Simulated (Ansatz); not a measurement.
**MgAl2P2H2O10: further runs on the relaxed cell**

Aim: for MgAl2P2H2O10, relax it again with other functionals.

Computed with Ansatz 0.2.0 (DFT PBE, scalar-relativistic, plane waves, PAW, unless a step's input says otherwise).

**1. The system as given**

It takes space group P2_1/c (No. 14, monoclinic). Conventional cell: a = 7.180 Å, b = 7.416 Å, c = 7.326 Å, α = 90.00°, β = 120.44°, γ = 90.00°. Around Mg (site symmetry -1) lie 6 O at 2.02 to 2.13 Å. Al (site symmetry 1) has 6 O at 1.84 to 2.05 Å in its first shell of neighbours. Around P (site symmetry 1) lie 4 O at 1.53 to 1.56 Å. O (site symmetry 1) has 1 P at 1.56 Å and 1 Al at 1.96 Å and 1 Mg at 2.02 Å in its first shell of neighbours. O (site symmetry 1) is surrounded by 1 P at 1.54 Å and 1 Al at 1.84 Å. Around O (site symmetry 1) lie 1 P at 1.56 Å and 1 Al at 1.95 Å and 1 Mg at 2.13 Å. Around O (site symmetry 1) lie 1 P at 1.53 Å and 1 Al at 1.84 Å. O (site symmetry 1) is surrounded by 1 H at 0.99 Å. Only part of the 9 independent sites is listed.

As a file:

```xyz
34
Lattice="7.1798 0.0000 -0.0272 0.0000 7.4162 0.0000 -3.6872 0.0000 6.3302" Properties=species:S:1:pos:R:3 pbc="T T T"
Mg    0.0000    0.0000    0.0000
Mg   -1.8436    3.7081    3.1651
Al    5.2363    1.9814    0.0339
Al   -1.7437    5.4349    6.2691
Al    0.0999    5.6895    3.1040
Al    3.3926    1.7268    3.1990
P     0.8833    2.8885    1.5412
P     2.6093    4.5277    4.7618
P     4.4529    6.5966    1.5967
P    -0.9603    0.8196    4.7063
O     5.2989    0.1354    0.6956
O    -1.8064    7.2808    5.6074
O     0.0373    3.8435    2.4423
O     3.4553    3.5727    3.8608
O     1.7175    3.6874    5.6921
O     1.7751    3.7288    0.6109
O    -0.0685   -0.0207    3.7760
O     3.5611    7.4369    2.5270
O    -0.1195    1.9847    0.7568
O     3.6120    5.4315    5.5462
O     5.4557    5.6928    2.3811
O    -1.9631    1.7234    3.9219
O    -0.0801    1.7500    5.5385
O     3.5727    5.6662    0.7645
O     1.7291    5.4581    3.9296
O     1.7635    1.9581    2.3734
O     2.5127    1.0786    4.7926
O     0.9799    6.3376    1.5104
O    -0.8637    4.7867    4.6755
O     4.3563    2.6295    1.6275
H     1.8004    0.5119    4.4137
H     1.6922    6.9043    1.8893
H    -0.1514    4.2200    5.0544
H     3.6440    3.1962    1.2486
```

It is the result of an earlier relaxation at this level (volume 9.89 Å³/atom; gap on the mesh: 5.47 eV).

**2. The cell under PBEsol**

File input.yaml:

```yaml
crystal:
  lattice:
    - [7.1798245055, 0.0, -0.0272119833]
    - [0.0, 7.4162073873, 0.0]
    - [-3.6872490211, 0.0, 6.3302300815]
  atoms:
    - { symbol: Mg, position: [0.0, 0.0, 0.0] }
    - { symbol: Mg, position: [0.0, 0.5, 0.5] }
    - { symbol: Al, position: [0.7336716619, 0.2671651984, 0.0085048582] }
    - { symbol: Al, position: [0.2663283381, 0.7328348016, 0.9914951418] }
    - { symbol: Al, position: [0.2663283381, 0.7671651984, 0.4914951418] }
    - { symbol: Al, position: [0.7336716619, 0.2328348016, 0.5085048582] }
    - { symbol: P, position: [0.2486036854, 0.3894909099, 0.2445315167] }
    - { symbol: P, position: [0.7513963146, 0.6105090901, 0.7554684833] }
    - { symbol: P, position: [0.7513963146, 0.8894909099, 0.2554684833] }
    - { symbol: P, position: [0.2486036854, 0.1105090901, 0.7445315167] }
    - { symbol: O, position: [0.7962239441, 0.0182573298, 0.1133143685] }
    - { symbol: O, position: [0.2037760559, 0.9817426702, 0.8866856315] }
    - { symbol: O, position: [0.2037760559, 0.5182573298, 0.3866856315] }
    - { symbol: O, position: [0.7962239441, 0.4817426702, 0.6133143685] }
    - { symbol: O, position: [0.7025503912, 0.4972085494, 0.902219621] }
    - { symbol: O, position: [0.2974496088, 0.5027914506, 0.097780379] }
    - { symbol: O, position: [0.2974496088, -0.0027914506, 0.597780379] }
    - { symbol: O, position: [0.7025503912, 1.0027914506, 0.402219621] }
    - { symbol: O, position: [0.0448585967, 0.2676142236, 0.1197466682] }
    - { symbol: O, position: [0.9551414033, 0.7323857764, 0.8802533318] }
    - { symbol: O, position: [0.9551414033, 0.7676142236, 0.3802533318] }
    - { symbol: O, position: [0.0448585967, 0.2323857764, 0.6197466682] }
    - { symbol: O, position: [0.4391329469, 0.2359657226, 0.8768169351] }
    - { symbol: O, position: [0.5608670531, 0.7640342774, 0.1231830649] }
    - { symbol: O, position: [0.5608670531, 0.7359657226, 0.6231830649] }
    - { symbol: O, position: [0.4391329469, 0.2640342774, 0.3768169351] }
    - { symbol: O, position: [0.7404178004, 0.1454348253, 0.7602879137] }
    - { symbol: O, position: [0.2595821996, 0.8545651747, 0.2397120863] }
    - { symbol: O, position: [0.2595821996, 0.6454348253, 0.7397120863] }
    - { symbol: O, position: [0.7404178004, 0.3545651747, 0.2602879137] }
    - { symbol: H, position: [0.6101750897, 0.0690280263, 0.6998625827] }
    - { symbol: H, position: [0.3898249103, 0.9309719737, 0.3001374173] }
    - { symbol: H, position: [0.3898249103, 0.5690280263, 0.8001374173] }
    - { symbol: H, position: [0.6101750897, 0.4309719737, 0.1998625827] }
basis:
  ecutwfc: 420
kpoints:
  mp_grid: { grid: [4, 4, 4] }
hamiltonian:
  xc: pbesol
scf:
  occupations: { method: gaussian, width: 0.02 }
output:
  forces: true
  stress: true
  eigenvalues: true
  write_density: true
  write_potential: true
  elf: true
  volumetric_format: npy
relax:
  adjacent_minimum: "off"
  f_tol: 0.005
  max_steps: 50
  cell: { stress_tol: 0.05 }
```

Started as:

```console
> ansatz run input.yaml --threads 8 --pin off --max-ram 22528MiB --backend cpu --events-out ev --progress --plain --runs-dir out
```

**3. The cell under PBE+D3(BJ)**

input.yaml: that of step 2 with these lines changed.

```diff
@@ -45,3 +45,4 @@
 hamiltonian:
-  xc: pbesol
+  xc: pbe
+  dispersion: d3bj
 scf:
@@ -52,6 +53,2 @@
   eigenvalues: true
-  write_density: true
-  write_potential: true
-  elf: true
-  volumetric_format: npy
 relax:
```

**4. The cell under LDA**

input.yaml: that of step 3 with these lines changed.

```diff
@@ -45,4 +45,3 @@
 hamiltonian:
-  xc: pbe
-  dispersion: d3bj
+  xc: lda
 scf:
```

**5. Relaxing with r2SCAN**

input.yaml: that of step 4 with these lines changed.

```diff
@@ -41,3 +41,3 @@
 basis:
-  ecutwfc: 420
+  ecutwfc: 500
 kpoints:
@@ -45,3 +45,3 @@
 hamiltonian:
-  xc: lda
+  xc: r2scan
 scf:
```

(Steps that only read results are left out.)

Q: Predict the outcome of this session.

As calculated:

The volumes rise in the order LDA, r2SCAN, PBEsol, PBE+D3(BJ), PBE, over 6.4 %.
